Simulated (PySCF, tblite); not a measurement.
**C₅H₁₁GeNSi₂: geometry, infrared bands and NMR shifts**

What infrared bands and NMR shifts should C₅H₁₁GeNSi₂ (`C=[CH][Ge@@H]1[CH2][SiH2][SiH2][C@@H]1C#N`) show?

The runs use tblite 0.8.0 and PySCF 2.14.0, with density-fitted response routines of our own; the level of theory stands in each step. All values are computed, except where a source is named. Atoms count from 0, in the outputs and in this text.

**1. The molecule as given**

20 atoms, charge 0, multiplicity 1; geometry from: force field or distance geometry start.

Bonds of the start (Å): C0–C1 1.33, C1–Ge2 1.89, Ge2–C3 1.95, C3–Si4 1.87, Si4–Si5 2.24, Si5–C6 1.87, C6–C7 1.47, C7–N8 1.15, C6–Ge2 1.94, C0–H9 1.09, C0–H10 1.09, C1–H11 1.11, Ge2–H12 1.54, C3–H13 1.10, C3–H14 1.13, Si4–H15 1.46, Si4–H16 1.47, Si5–H17 1.45, Si5–H18 1.49, C6–H19 1.12.

**2. Optimising the geometry with GFN2-xTB**

What the job is given:

```
{"job": {"kind": "relax", "xc": "GFN2-xTB", "basis": "xTB"}, "charge": 0, "multiplicity": 1}
C      3.053000    -1.270100    -0.468800
C      2.374300    -0.262600     0.081200
Ge     0.688300     0.332700    -0.535300
C     -0.071400     1.600500     0.736100
Si    -1.741200     1.885100    -0.058400
Si    -2.341300    -0.242200    -0.430800
C     -0.666300    -1.055200    -0.620500
C     -0.450900    -2.073500     0.421500
N     -0.290000    -2.875900     1.228700
H      4.019800    -1.605700    -0.089900
H      2.576400    -1.754000    -1.326700
H      2.813600     0.247100     0.964000
H      0.755700     1.069000    -1.887300
H      0.529900     2.514300     0.855900
H     -0.180800     1.088500     1.739400
H     -2.686000     2.593200     0.801900
H     -1.477500     2.572900    -1.325200
H     -3.153400    -0.389600    -1.627500
H     -3.068400    -0.796600     0.746300
H     -0.689100    -1.567200    -1.617200
```

Launch:

```
$ OMP_NUM_THREADS=1 python probes_run.py task.json out
```

This one command runs all jobs of the session in turn.

**Question.** This job is followed by: GFN2-xTB harmonic vibrations, gas phase; GIAO PBE0/pcSseg-1 NMR shielding, non-relativistic, gas phase. Predict these results of the whole session: strongest single infrared mode (GFN2-xTB); zero-point energy (GFN2-xTB); 13C shifts against TMS (PBE0/pcSseg-1); 1H shifts against TMS (PBE0/pcSseg-1); 73Ge shifts against GeMe4 (PBE0/pcSseg-1); 29Si shifts against TMS (PBE0/pcSseg-1); 15N shifts against NH3 (PBE0/pcSseg-1).

The runs gave:

| quantity | value |
| --- | --- |
| strongest single infrared mode (GFN2-xTB) | 2191 cm⁻¹, 445 km/mol |
| zero-point energy (GFN2-xTB) | 82.8 kcal/mol |
| 13C shifts against TMS (PBE0/pcSseg-1) | 142.9, 142.1, 125.7, -3.9, -8.3 ppm |
| 1H shifts against TMS (PBE0/pcSseg-1) | 6.98, 6.65, 6.24, 4.64, 4.37, 4.35, 4.22, 4.14, 1.58, 0.59, 0.54 ppm |
| 73Ge shifts against GeMe4 (PBE0/pcSseg-1) | -15 ppm |
| 29Si shifts against TMS (PBE0/pcSseg-1) | -59.5, -72.7 ppm |
| 15N shifts against NH3 (PBE0/pcSseg-1) | 292.1 ppm |

In words: The optimisation took 209 steps and gained 0.648 eV; among the close pairs (by a distance rule), Si4–Si5 changed most, from 2.241 to 2.325 Å. All 54 modes are real, so the xTB geometry is a minimum. The strongest single mode, at 2191 cm⁻¹, moves mainly H16. GFN2-xTB is a fitted tight-binding method: band positions and strengths are rough. Its intensities can rank the bands wrongly. The most deshielded carbon is C1 (alkene CH), at 142.9 ppm: as expected for a trigonal carbon in a double bond. H11 (hydrogen on an alkene CH) lies farthest downfield among hydrogen, at 6.98 ppm; olefinic region. At PBE0/pcSseg-1: Shielding is most anisotropic at N8 (span 491 ppm, paramagnetic term -367 ppm). Spin-orbit coupling is left out, which matters for shieldings and couplings at and beside the heavy atoms.
